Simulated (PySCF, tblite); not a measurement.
# C₁₀H₉N₃OSi: excited states

Wanted: excited states for C₁₀H₉N₃OSi (`O=c1ccc([SiH3])ccc1-c1ncncn1`).

Computed with tblite 0.8.0 and PySCF 2.14.0 and routines of our own; the level stands in each step. Atoms count from 0.

## 1. The starting structure

24 atoms, charge 0, multiplicity 1; geometry from: force field or distance geometry start.

## 2. Optimising the geometry with GFN2-xTB

The job: settings as JSON, then the geometry in Å.

```
{"job": {"kind": "relax", "xc": "GFN2-xTB", "basis": "xTB"}, "charge": 0, "multiplicity": 1}
O     -0.444100     2.114100    -1.269700
C     -0.033700     1.018000    -0.979800
C      1.266600     0.621200    -1.669300
C      2.290500     0.050000    -1.064800
C      2.352000    -0.454600     0.206000
Si     4.130600    -1.115400     0.731900
C      1.380800    -0.616600     1.120000
C      0.067900    -0.362400     1.114600
C     -0.659400     0.260500     0.176900
C     -2.128900     0.357500     0.232000
N     -2.702300     0.430300     1.432900
C     -4.032400     0.481700     1.412700
N     -4.801100     0.446000     0.335800
C     -4.109300     0.343300    -0.814300
N     -2.793500     0.286500    -0.925900
H      1.361600     0.963500    -2.686300
H      3.189700    -0.015000    -1.675400
H      3.952600    -2.256700     1.674400
H      4.863700    -0.003200     1.406000
H      4.868000    -1.556100    -0.476900
H      1.682800    -1.101600     2.061200
H     -0.490000    -0.745600     1.976200
H     -4.528100     0.573000     2.380100
H     -4.695900     0.301400    -1.730800
```

Run with:

```console
> OMP_NUM_THREADS=1 python excited_run.py task.json out
```

This one command runs all jobs of the session in turn.

Output:

```text
step      E/eV     max force
  0   -1101.19621    3.593
  1   -1101.58026    1.477
  2   -1101.66606    0.897
  3   -1101.70623    0.525
  4   -1101.73943    0.548
  5   -1101.76287    0.449
  6   -1101.78282    0.426
  7   -1101.80275    0.348
  8   -1101.81625    0.285
  9   -1101.82485    0.227
 10   -1101.83258    0.207
 11   -1101.84119    0.223
 12   -1101.84931    0.193
 13   -1101.85598    0.208
 14   -1101.86117    0.197
 15   -1101.86499    0.141
 16   -1101.86729    0.109
 17   -1101.86847    0.055
 18   -1101.86920    0.054
 19   -1101.86985    0.068
 20   -1101.87051    0.070
 21   -1101.87117    0.053
 22   -1101.87179    0.053
 23   -1101.87232    0.055
 24   -1101.87274    0.043
 25   -1101.87305    0.040
 26   -1101.87330    0.044
 27   -1101.87352    0.034
 28   -1101.87372    0.031
 29   -1101.87390    0.028
 30   -1101.87408    0.032
 31   -1101.87425    0.032
 32   -1101.87442    0.037
 33   -1101.87457    0.031
 34   -1101.87474    0.032
 35   -1101.87497    0.041
 36   -1101.87523    0.041
 37   -1101.87548    0.043
 38   -1101.87570    0.037
 39   -1101.87593    0.044
 40   -1101.87619    0.050
 41   -1101.87645    0.051
 42   -1101.87666    0.038
 43   -1101.87686    0.033
 44   -1101.87713    0.039
 45   -1101.87753    0.051
 46   -1101.87796    0.050
 47   -1101.87834    0.042
 48   -1101.87868    0.046
 49   -1101.87910    0.045
 50   -1101.87967    0.058
 51   -1101.88035    0.091
 52   -1101.88106    0.098
 53   -1101.88178    0.073
 54   -1101.88258    0.071
 55   -1101.88347    0.072
 56   -1101.88431    0.083
 57   -1101.88502    0.086
 58   -1101.88567    0.056
 59   -1101.88628    0.053
 60   -1101.88678    0.043
 61   -1101.88690    0.120
 62   -1101.88739    0.049
 63   -1101.88764    0.044
 64   -1101.88819    0.043
 65   -1101.88849    0.057
 66   -1101.88885    0.051
 67   -1101.88910    0.033
 68   -1101.88932    0.031
 69   -1101.88948    0.027
 70   -1101.88961    0.020
 71   -1101.88969    0.020
 72   -1101.88977    0.019
 73   -1101.88985    0.022
 74   -1101.88995    0.024
 75   -1101.89007    0.027
 76   -1101.89021    0.030
 77   -1101.89038    0.027
 78   -1101.89059    0.032
 79   -1101.89080    0.030
 80   -1101.89099    0.033
 81   -1101.89116    0.024
 82   -1101.89130    0.022
 83   -1101.89141    0.020
 84   -1101.89151    0.027
 85   -1101.89161    0.023
 86   -1101.89177    0.031
 87   -1101.89191    0.031
 88   -1101.89203    0.021
 89   -1101.89209    0.017
 90   -1101.89214    0.016
 91   -1101.89219    0.016
 92   -1101.89225    0.016
 93   -1101.89232    0.027
 94   -1101.89240    0.034
 95   -1101.89252    0.033
 96   -1101.89267    0.026
 97   -1101.89280    0.024
 98   -1101.89290    0.019
 99   -1101.89296    0.018
100   -1101.89302    0.019
101   -1101.89308    0.019
102   -1101.89314    0.019
103   -1101.89320    0.018
104   -1101.89326    0.018
105   -1101.89333    0.017
106   -1101.89341    0.021
107   -1101.89352    0.030
108   -1101.89365    0.034
109   -1101.89378    0.027
110   -1101.89390    0.022
111   -1101.89400    0.021
112   -1101.89409    0.022
113   -1101.89418    0.022
114   -1101.89431    0.024
115   -1101.89448    0.030
116   -1101.89468    0.033
117   -1101.89488    0.031
118   -1101.89508    0.036
119   -1101.89529    0.035
120   -1101.89566    0.039
121   -1101.89616    0.052
122   -1101.89665    0.048
123   -1101.89631    0.115
124   -1101.89711    0.026
125   -1101.89721    0.022
126   -1101.89748    0.032
127   -1101.89761    0.030
128   -1101.89783    0.025
129   -1101.89791    0.028
130   -1101.89801    0.027
131   -1101.89810    0.020
132   -1101.89818    0.019
133   -1101.89824    0.023
134   -1101.89829    0.023
135   -1101.89836    0.019
136   -1101.89845    0.023
137   -1101.89856    0.018
138   -1101.89864    0.018
139   -1101.89872    0.022
140   -1101.89883    0.024
141   -1101.89900    0.027
142   -1101.89923    0.027
143   -1101.89946    0.029
144   -1101.89955    0.038
145   -1101.89972    0.027
146   -1101.89981    0.026
147   -1101.90004    0.024
148   -1101.90023    0.031
149   -1101.90065    0.038
150   -1101.90112    0.047
151   -1101.90164    0.041
152   -1101.90163    0.077
153   -1101.90228    0.043
154   -1101.90253    0.033
155   -1101.90279    0.024
156   -1101.90295    0.023
157   -1101.90307    0.023
158   -1101.90319    0.018
159   -1101.90327    0.017
160   -1101.90332    0.016
161   -1101.90337    0.017
162   -1101.90341    0.016
163   -1101.90347    0.014
164   -1101.90351    0.015
165   -1101.90356    0.012
166   -1101.90361    0.013
167   -1101.90367    0.013
168   -1101.90373    0.017
169   -1101.90378    0.016
170   -1101.90381    0.008
```

Wall time 3.3 s (1 thread of Intel Xeon at 2.60GHz, shared host); peak memory 0.18 GiB.

Along the way: (not every step is listed)

```csv
step,energy from step 0 (eV),largest force (eV/Å)
0,0.0000,3.5931
1,-0.3840,1.4773
2,-0.4698,0.8974
3,-0.5100,0.5247
4,-0.5432,0.5480
5,-0.5667,0.4490
6,-0.5866,0.4264
7,-0.6065,0.3481
8,-0.6200,0.2852
23,-0.6761,0.0545
38,-0.6795,0.0367
53,-0.6856,0.0728
68,-0.6931,0.0310
83,-0.6952,0.0204
98,-0.6967,0.0193
113,-0.6980,0.0218
128,-0.7016,0.0246
143,-0.7033,0.0289
158,-0.7070,0.0185
165,-0.7073,0.0124
166,-0.7074,0.0132
167,-0.7075,0.0127
168,-0.7075,0.0175
169,-0.7076,0.0158
170,-0.7076,0.0083
```

Distances of close pairs at the start and the end, largest changes first:

```
   bond  before (Å)  after (Å)  change (Å)
  C6–C7       1.337      1.417      +0.079
 C4–Si5       1.969      1.899      -0.070
  C3–C4       1.369      1.430      +0.061
  C1–C2       1.524      1.464      -0.060
  C1–C8       1.518      1.481      -0.036
Si5–H18       1.493      1.463      -0.030
Si5–H17       1.491      1.461      -0.030
  C2–C3       1.319      1.347      +0.027
```

The next job starts from the end point, and lists it.

## 3. Infrared spectrum with GFN2-xTB

The job: settings as JSON, then the geometry in Å.

```
{"job": {"kind": "ir", "xc": "GFN2-xTB", "basis": "xTB"}, "charge": 0, "multiplicity": 1}
O     -0.441857     2.300058    -1.126292
C      0.011809     1.212297    -0.838997
C      1.159793     0.632895    -1.539434
C      2.163265    -0.113966    -1.040994
C      2.397739    -0.524069     0.308858
Si     4.183060    -1.024874     0.719184
C      1.421643    -0.638418     1.252130
C      0.030039    -0.424971     1.095576
C     -0.618016     0.332194     0.172213
C     -2.080466     0.356395     0.200299
N     -2.699035     0.085862     1.353905
C     -4.013726     0.141642     1.313636
N     -4.741698     0.440279     0.249828
C     -4.036146     0.657080    -0.849598
N     -2.723860     0.617594    -0.936631
H      1.201368     0.921699    -2.583190
H      2.953841    -0.384746    -1.733276
H      4.273804    -1.301753     2.150850
H      5.061383     0.079344     0.333792
H      4.509388    -2.219006    -0.064058
H      1.711330    -1.028259     2.220622
H     -0.607106    -0.901866     1.832880
H     -4.544349    -0.076162     2.233054
H     -4.583937     0.880514    -1.756849
```

Output:

```text
mode    cm-1     km/mol
  1      39.5      0.64
  2      41.9      0.14
  3      57.1      2.67
  4      62.9      0.52
  5      94.5      1.77
  6     130.4      2.06
  7     194.5      0.03
  8     197.7      2.73
  9     233.7      1.06
 10     249.4      2.43
 11     272.8      3.71
 12     283.7      0.46
 13     342.0      1.47
 14     403.7      0.70
 15     450.0      8.53
 16     483.6     13.94
 17     514.3     27.37
 18     534.9     14.48
 19     552.3     45.39
 20     566.2     29.18
 21     605.5     37.31
 22     657.4     12.56
 23     669.3      8.88
 24     721.1     69.67
 25     737.1      9.85
 26     765.3    157.73
 27     777.8    145.27
 28     780.1    430.75
 29     784.7    178.89
 30     805.5     22.61
 31     845.0     24.94
 32     874.9      9.35
 33     876.6     13.14
 34     908.8      3.79
 35     934.0      1.39
 36     938.7      0.17
 37     975.3      8.29
 38    1054.8     32.18
 39    1079.8     37.58
 40    1109.8      9.99
 41    1153.7      3.09
 42    1173.6      4.08
 43    1184.3     24.17
 44    1230.2      1.06
 45    1238.2      1.89
 46    1291.9     20.51
 47    1323.0      4.98
 48    1340.7      6.44
 49    1355.6      1.56
 50    1383.9    199.14
 51    1393.6      7.00
 52    1508.7    127.48
 53    1519.0    164.73
 54    1560.4    462.21
 55    1598.3      3.12
 56    1615.1     10.03
 57    1700.8    446.51
 58    2255.7    296.35
 59    2276.5    232.16
 60    2288.2    291.44
 61    3019.5     25.02
 62    3034.4      3.80
 63    3043.8     30.21
 64    3045.6     21.65
 65    3050.2      6.89
 66    3051.4     21.32
```

Run time: 2.6 s. Hardware: 1 thread of Intel Xeon at 2.60GHz, shared host; peak memory 0.18 GiB.

Which atoms move in the most intense modes:

```csv
cm⁻¹,km/mol,atoms
780,430.8,"H19 21 %, H18 19 %, H17 16 %, C9 13 %"
785,178.9,"C9 23 %, H17 12 %, H18 10 %"
1384,199.1,"C9 40 %, N14 15 %, N10 14 %"
1560,462.2,"C11 30 %, C13 23 %, N14 13 %, N10 12 %"
1701,446.5,"C1 61 %, O0 37 %"
2256,296.4,H19 96 %
2276,232.2,H18 95 %
2288,291.4,H17 95 %
```

## 4. Excited states: TDA wB97X-D/def2-SVP

Settings changed since step 3:

```diff
@@ -1,2 +1,2 @@
-{"job": {"kind": "ir", "xc": "GFN2-xTB", "basis": "xTB"}, "charge": 0, "multiplicity": 1}
+{"job": {"kind": "states", "xc": "wB97X-D", "basis": "def2-SVP", "tda": true, "soc": true, "nstates": 8, "ntriplets": 4, "nquad": 4}, "charge": 0, "multiplicity": 1}
 O     -0.441857     2.300058    -1.126292
```

With the program's defaults for keys left out, this is: TDA wB97X-D/def2-SVP excited states, vertical, gas phase, spin-orbit mean-field couplings.

Output:

```text
coarse grid: 22336 points
cycle   1  E = -914.2345611617  dE =  3.486e+00  |g| = 1.022e+00  |ddm| = 5.844e+00
cycle   2  E = -913.9635599670  dE =  2.710e-01  |g| = 1.619e+00  |ddm| = 3.369e+00
cycle   3  E = -914.4713076772  dE = -5.077e-01  |g| = 1.917e-01  |ddm| = 2.282e+00
cycle   4  E = -914.4784784469  dE = -7.171e-03  |g| = 7.984e-02  |ddm| = 2.975e-01
cycle   5  E = -914.4800731730  dE = -1.595e-03  |g| = 1.861e-02  |ddm| = 1.045e-01
cycle   6  E = -914.4802073218  dE = -1.341e-04  |g| = 7.330e-03  |ddm| = 3.813e-02
cycle   7  E = -914.4802442971  dE = -3.698e-05  |g| = 3.197e-03  |ddm| = 2.317e-02
cycle   8  E = -914.4802517317  dE = -7.435e-06  |g| = 1.639e-03  |ddm| = 1.039e-02
final grid: 216544 points
cycle   9  E = -914.6122334257  dE = -1.525e-04  |g| = 8.227e-03  |ddm| = 6.188e-02
cycle  10  E = -914.6122338485  dE = -4.228e-07  |g| = 8.831e-03  |ddm| = 1.679e-02
cycle  11  E = -914.6122490552  dE = -1.521e-05  |g| = 1.049e-03  |ddm| = 8.013e-03
cycle  12  E = -914.6122492406  dE = -1.853e-07  |g| = 8.027e-04  |ddm| = 2.305e-03
cycle  13  E = -914.6122493987  dE = -1.582e-07  |g| = 1.275e-04  |ddm| = 1.003e-03
cycle  14  E = -914.6122494099  dE = -1.119e-08  |g| = 6.963e-05  |ddm| = 3.319e-04
cycle  15  E = -914.6122494142  dE = -4.286e-09  |g| = 3.266e-05  |ddm| = 2.112e-04
cycle  16  E = -914.6122494151  dE = -9.566e-10  |g| = 1.282e-05  |ddm| = 1.071e-04
converged SCF energy = -914.6122494151

Singlet excitations
state   eV       nm        f     d(h-e)  d(exc)  Lambda  PR(NTO)  |dmu|/D   mu/D   main configurations
  1   3.8827   319.3   0.03277   1.383   3.406   0.509   1.169    2.433    2.137   H-1->L 0.62, H->L 0.22
  2   4.0085   309.3   0.00445   1.168   2.714   0.481   1.092    2.539    1.382   H-1->L+1 0.64
  3   4.2180   293.9   0.35873   0.742   3.483   0.658   1.079    2.132    4.393   H->L 0.65, H-1->L 0.25
  4   4.2707   290.3   0.03933   0.816   3.218   0.436   1.160    3.097    2.539   H-2->L 0.73, H-2->L+3 0.12
  5   4.5608   271.8   0.00801   1.250   3.374   0.485   1.345                     H-3->L 0.67, H-3->L+3 0.15
  6   4.7567   260.7   0.00746   0.202   2.906   0.555   2.337                     H->L+1 0.26, H-2->L+2 0.17, H-1->L+2 0.16
  7   4.8180   257.3   0.02480   0.141   2.972   0.577   2.790                     H->L+1 0.22, H-4->L 0.20, H-2->L+2 0.20
  8   4.9269   251.6   0.00153   0.359   2.479   0.473   1.021                     H-3->L+2 0.46, H-2->L+2 0.32, H-3->L+1 0.08

Triplet excitations (Tamm-Dancoff)
state   eV     d(h-e)  d(exc)  Lambda  PR(NTO)   main configurations
  1   2.5814   0.238   3.082   0.747   1.121   H->L 0.86
  2   3.4445   0.603   2.693   0.578   1.339   H->L+1 0.39, H-1->L+1 0.28
  3   3.5452   0.438   2.739   0.572   1.733   H-1->L+1 0.35, H->L+1 0.21, H-4->L 0.15
  4   3.7246   1.450   3.318   0.441   1.275   H-1->L 0.74
S1 - T1 = 1.3014 eV

Spin-orbit couplings |<S|Hso|T>| (cm-1)
             T1       T2       T3       T4
S0        1.770   35.634   30.834   16.552
S1       12.185    6.191    2.152    5.224
S2        3.130   11.286   14.899    2.050
S3        7.337    5.948    6.234   11.770
S4        5.567    1.967    1.971   10.097
S5        6.284    5.523    4.365    6.649
S6        0.987    7.274    3.492    5.654
S7        1.802    5.707    3.697    4.841
S8        0.385    0.308    0.641    2.653
T1 sublevels (cm-1): 0.000 0.007 0.007   radiative rates (1/s): 0.171 0.0329 0.0443
```

It took 1.9 min on 1 thread of Intel Xeon at 2.60GHz, shared host; peak memory 1.3 GiB.

Key values:

```csv
quantity,value
S1 less T1,1.30 eV
```

## 5. Outcome

```
                                 quantity                  value
strongest single infrared mode (GFN2-xTB)  1560 cm⁻¹, 462 km/mol
             zero-point energy (GFN2-xTB)         101.8 kcal/mol
S1 less T1 (step 4, TDA wB97X-D/def2-SVP)                1.30 eV
```

In words: No mode is imaginary among the 66: a minimum at this level. The strongest single mode, at 1560 cm⁻¹, is carried by C11, C13, N14, N10. GFN2-xTB is a fitted tight-binding method: band positions and strengths are rough. Its intensities can rank the bands wrongly. In step 4, the number of triplets below S1 is at least 4, and the largest singlet-triplet spin-orbit coupling is S0–T2, 35.63 cm⁻¹.
